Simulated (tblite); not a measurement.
# C6H15AlSi: the cost of one run

The runs use tblite 0.8.0 and PySCF 2.14.0, with density-fitted response routines of our own; the level of theory stands in each step. All values are computed, except where a source is named. Atoms are numbered from 0 throughout.

## (1) The molecule as given

23 atoms, charge 0, multiplicity 1; geometry from: force field or distance geometry start.

Bonds of the start (Å): Al0–C1 1.99, C1–Si2 1.86, Si2–C3 1.90, C3–C4 1.52, C4–C5 1.53, C5–C6 1.53, C6–C7 1.53, C7–C3 1.53, Al0–H8 1.59, Al0–H9 1.60, C1–H10 1.12, C1–H11 1.11, Si2–H12 1.46, Si2–H13 1.47, C3–H14 1.10, C4–H15 1.11, C4–H16 1.11, C5–H17 1.11, C5–H18 1.11, C6–H19 1.11, C6–H20 1.12, C7–H21 1.11, C7–H22 1.11.

## (2) Geometry optimisation with GFN2-xTB

The job: settings as JSON, then the geometry in Å.

```
{"job": {"kind": "relax", "xc": "GFN2-xTB", "basis": "xTB"}, "charge": 0, "multiplicity": 1}
Al     3.265200     1.004300    -0.712300
C      2.673600    -0.195800     0.754800
Si     1.244000    -1.255600     0.216300
C     -0.261000    -0.165500    -0.179900
C     -1.496700    -0.990000    -0.509900
C     -2.682700    -0.086400    -0.188200
C     -2.162200     0.977900     0.784900
C     -0.675900     0.694000     1.012000
H      4.744900     0.900500    -1.291500
H      2.222800     2.065900    -1.311900
H      3.521600    -0.861800     1.044100
H      2.375000     0.403800     1.644700
H      1.602300    -2.016900    -0.975200
H      0.892900    -2.187400     1.291100
H     -0.012600     0.494500    -1.030100
H     -1.554400    -1.903200     0.125100
H     -1.496300    -1.278500    -1.586400
H     -3.506500    -0.680000     0.267200
H     -3.051600     0.405600    -1.106800
H     -2.286000     1.989400     0.353600
H     -2.719500     0.938000     1.756600
H     -0.558000     0.137300     1.966200
H     -0.083500     1.637000     1.063100
```

Launch:

```console
$ OMP_NUM_THREADS=1 python probes_run.py task.json out
```

One launch serves the whole session: the jobs run in the order shown.

Q: Estimate the wall time of this first job on 1 thread of Arm Neoverse N1, shared host.

About 3.7 s.
